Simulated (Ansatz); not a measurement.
# F₂H₂SSi: a reaction path by the nudged elastic band

Aim: the minimum-energy path between two given structures and its highest point. Both ends were relaxed at PBE0-D4 in triple zeta.

Method: PBE0-D4/def2-SVP; program: Ansatz 0.2.0, Gaussian basis.

16 further runs of the same task are left out: 16 set aside as unsound or not needed.

## 1. Starting geometry

The first end: 6 atoms, charge 0, spin multiplicity 1.

Atoms are counted from 1 here; the program's logs count them from 0.

Bond lengths: Si1–H2 1.471 Å, Si1–S3 2.106 Å, Si1–F5 1.584 Å, Si1–F6 1.582 Å, S3–H4 1.345 Å. Angles: H2–Si1–S3 114.6°, H2–Si1–F5 107.0°, H2–Si1–F6 109.7°, S3–Si1–F5 111.5°, S3–Si1–F6 106.0°, F5–Si1–F6 107.9°, Si1–S3–H4 92.3°.

As a file:

```xyz
6

Si   -0.1081    0.4435    0.1554
H    -0.4031    1.1659   -1.0918
S     1.1025   -1.2624   -0.0857
H     0.2348   -1.8220   -0.9482
F    -1.4992    0.0804    0.8206
F     0.6732    1.3946    1.1497
```

The second end:

```xyz
6
charge 0, multiplicity 1
Si    0.0952   -0.1457    0.7352
H    -0.3544    0.6171   -1.5400
S     0.9492   -1.8631    0.7633
H    -0.0201   -0.0588   -1.5842
F    -1.4397    0.1765    0.8473
F     0.7698    1.2739    0.7786
```

## 2. The band at PBE0-D4/def2-SVP

Contents of neb/in.yaml:

```yaml
crystal:
  periodic: [false, false, false]
  atoms:
    - {symbol: Si, position_ang: [-0.108083, 0.443495, 0.155437]}
    - {symbol: H, position_ang: [-0.403105, 1.165940, -1.091812]}
    - {symbol: S, position_ang: [1.102547, -1.262419, -0.085697]}
    - {symbol: H, position_ang: [0.234798, -1.822001, -0.948166]}
    - {symbol: F, position_ang: [-1.499243, 0.080360, 0.820621]}
    - {symbol: F, position_ang: [0.673187, 1.394628, 1.149717]}
basis:
  gaussian: {orbitals: def2-SVP}
hamiltonian: {xc: pbe0, dispersion: d4}
neb:
  images: 5
  climbing: true
  max_iterations: 40
  initial_path: idpp
  final_atoms:
    - {symbol: Si, position_ang: [0.095234, -0.145670, 0.735169]}
    - {symbol: H, position_ang: [-0.354402, 0.617129, -1.539997]}
    - {symbol: S, position_ang: [0.949190, -1.863108, 0.763288]}
    - {symbol: H, position_ang: [-0.020079, -0.058757, -1.584200]}
    - {symbol: F, position_ang: [-1.439676, 0.176456, 0.847283]}
    - {symbol: F, position_ang: [0.769833, 1.273949, 0.778557]}
```

Command:

```sh
$ ansatz run in.yaml --threads 2 --pin off --events-out ev --progress --plain --max-ram 4352MiB
```

What does the calculation give? Wanted: from earlier runs: barrier over the separately found saddle, CCSD(T)/def2-TZVPP.

The runs gave:

| quantity | value |
| --- | --- |
| PBE0-D4/def2-SVP, 12 iterations | highest 49.5 kcal/mol (image 4), last end +35.9 kcal/mol |
| from earlier runs: barrier over the separately found saddle, CCSD(T)/def2-TZVPP | 53.6 kcal/mol |

In words: The highest image lies 49.5 kcal/mol above the first end, and it climbed, so it estimates the saddle. The ends are not quite minima at this level (largest force component 1.13 eV/Å), so the heights are unreliable: relaxing the first end would lower it and raise the barrier above it. The highest image is 4.1 kcal/mol below the CCSD(T) barrier in triple zeta, which comes from separate runs on the saddle.
